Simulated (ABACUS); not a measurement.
Crystal: HfIn4SiO6.

```
Hf In Si O
1.0
     5.27743    0.00000    0.00000
    -2.63872    4.57039    0.00000
     0.00000    0.00000   10.55905
Hf In Si O
1 4 1 6
Cartesian
  2.6387 1.5234 0.0000
  0.0000 0.0000 3.2148
  0.0000 0.0000 7.3442
  0.0000 3.0469 8.3331
  0.0000 3.0469 2.2260
  0.0000 0.0000 0.0000
  3.2747 3.2219 9.5002
  1.4858 0.1234 1.0589
  0.8498 1.2250 9.5002
  2.0027 3.2219 1.0589
  3.7916 0.1234 9.5002
  4.4277 1.2250 1.0589
```

The cell was built by a generator and needn't be a form met in nature.

Base run:

- Program: ABACUS 3.10.1
- Functional: PBE
- Potentials or basis: PseudoDojo NC SR 0.4.1 PBE standard
- Cutoff: 1143 eV
- Density cutoff: 4572 eV
- Basis: plane waves
- k mesh: 6 × 6 × 3
- Occupations: fermi-dirac, width 0.05 eV
- Spin: no spin polarisation

Its results: band gap on the k mesh none (metal or under the smearing width); pressure -0.4 GPa; largest force 0.118 eV/Å.

Question: The run is repeated on the same cell with these changes: cutoff from 1143 eV to 1361 eV; density cutoff from 4572 eV to 5442 eV; basis from plane waves to DZP LCAO (the cutoffs set its grid). What comes out?

Answer: Band gap on the k mesh 0.10 eV, indirect (least direct gap 1.75 eV); pressure 1.1 GPa; largest force 0.203 eV/Å.

Caveats: there are fewer bands than atomic start orbitals, so a level may be missed at k points of high symmetry (some runs); the atomic orbitals were generated for these runs and aren't a published set (some runs); spin-orbit coupling is left out, which moves the levels of the heavy elements (some runs); an odd mesh through Γ misses points on the zone boundary, where band edges often lie (some runs); the basis of atomic orbitals isn't converged, which shifts pressures, moduli and gaps (some runs).

Not every run made on this cell is shown here.
